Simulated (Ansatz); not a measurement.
# CH7MoN3: small, medium and large basis sets

An exercise on one series of results from a longer session: the logs are not shown, and one member is left open.

The runs use Ansatz 0.2.0, Gaussian basis; one geometry, several basis sets.

Plan: PBE0-D4/def2-SVP; ωB97M-V/def2-SVP; PBE0-D4/def2-QZVPP; ωB97M-V/def2-QZVPP; the functionals' def2-TZVPP values are taken from earlier runs.

### The geometry

All runs share one geometry, relaxed beforehand with PBE0-D4 in a triple-zeta def2 set. Mo takes the def2 core potential; no spin-orbit term is included.

SMILES `[CH3][Mo](=[NH])(=[NH])[NH2]`, 12 atoms, charge 0, spin multiplicity 1.

Atoms are counted from 1 here; the program's logs count them from 0.

Bond lengths: C1–Mo2 2.120 Å, C1–H6 1.093 Å, C1–H7 1.091 Å, C1–H8 1.093 Å, Mo2–N3 1.731 Å, Mo2–N4 1.731 Å, Mo2–N5 1.939 Å, N3–H9 1.011 Å, N4–H10 1.011 Å, N5–H11 1.009 Å, N5–H12 1.009 Å. Angles: Mo2–C1–H6 109.2°, Mo2–C1–H7 111.0°, Mo2–C1–H8 109.1°, H6–C1–H7 108.9°, H6–C1–H8 109.7°, H7–C1–H8 108.9°, C1–Mo2–N3 104.7°, C1–Mo2–N4 104.7°, C1–Mo2–N5 109.4°, N3–Mo2–N4 114.9°, N3–Mo2–N5 111.3°, N4–Mo2–N5 111.3°, Mo2–N3–H9 154.3°, Mo2–N4–H10 154.4°, Mo2–N5–H11 123.1°, Mo2–N5–H12 123.1°, H11–N5–H12 110.6°.

Set-up of the first run:

Contents of in.yaml:

```yaml
crystal:
  periodic: [false, false, false]
  atoms:
    - {symbol: C, position_ang: [-1.513608, 0.755295, 0.462880]}
    - {symbol: Mo, position_ang: [0.392026, -0.059253, 0.017474]}
    - {symbol: N, position_ang: [0.949499, -0.715473, 1.518862]}
    - {symbol: N, position_ang: [1.311984, 1.279194, -0.580504]}
    - {symbol: N, position_ang: [0.204490, -1.441996, -1.328843]}
    - {symbol: H, position_ang: [-2.164161, -0.038611, 0.838595]}
    - {symbol: H, position_ang: [-1.436435, 1.537773, 1.219695]}
    - {symbol: H, position_ang: [-1.942125, 1.183003, -0.447113]}
    - {symbol: H, position_ang: [1.578051, -0.779200, 2.307702]}
    - {symbol: H, position_ang: [2.072526, 1.944413, -0.559539]}
    - {symbol: H, position_ang: [0.209721, -2.427525, -1.110576]}
    - {symbol: H, position_ang: [0.414930, -1.292719, -2.304733]}
basis:
  gaussian: {orbitals: def2-SVP}
hamiltonian: {xc: pbe0, dispersion: d4}
output: {orbitals: {seedname: orbitals}}
```

Command:

```bash
$ ansatz run in.yaml --threads 4 --pin off --events-out ev --progress --plain --max-ram 11315MiB
```

Steps of the session up to this table: PBE0-D4 in def2-SVP; ωB97M-V in def2-SVP; PBE0-D4 in def2-QZVPP; ωB97M-V in def2-QZVPP.

One of the session's tables, all rows but one given; the rest of the session is left out.

It belongs to the step «Density functionals: the series». 

| functional | basis | HOMO (eV) |
| --- | --- | --- |
| PBE0-D4 | def2-SVP | -7.33 |
| PBE0-D4 | def2-TZVPP | -7.40 |
| PBE0-D4 | def2-QZVPP | -7.44 |
| ωB97M-V | def2-SVP | -9.60 |
| ωB97M-V | def2-TZVPP | ? |
| ωB97M-V | def2-QZVPP | -9.72 |

Estimate the missing values for ωB97M-V, def2-TZVPP.

**Answer.** HOMO (eV): -9.69. In the column «HOMO (eV)» it lies between ωB97M-V, def2-QZVPP (-9.72) and ωB97M-V, def2-SVP (-9.60).
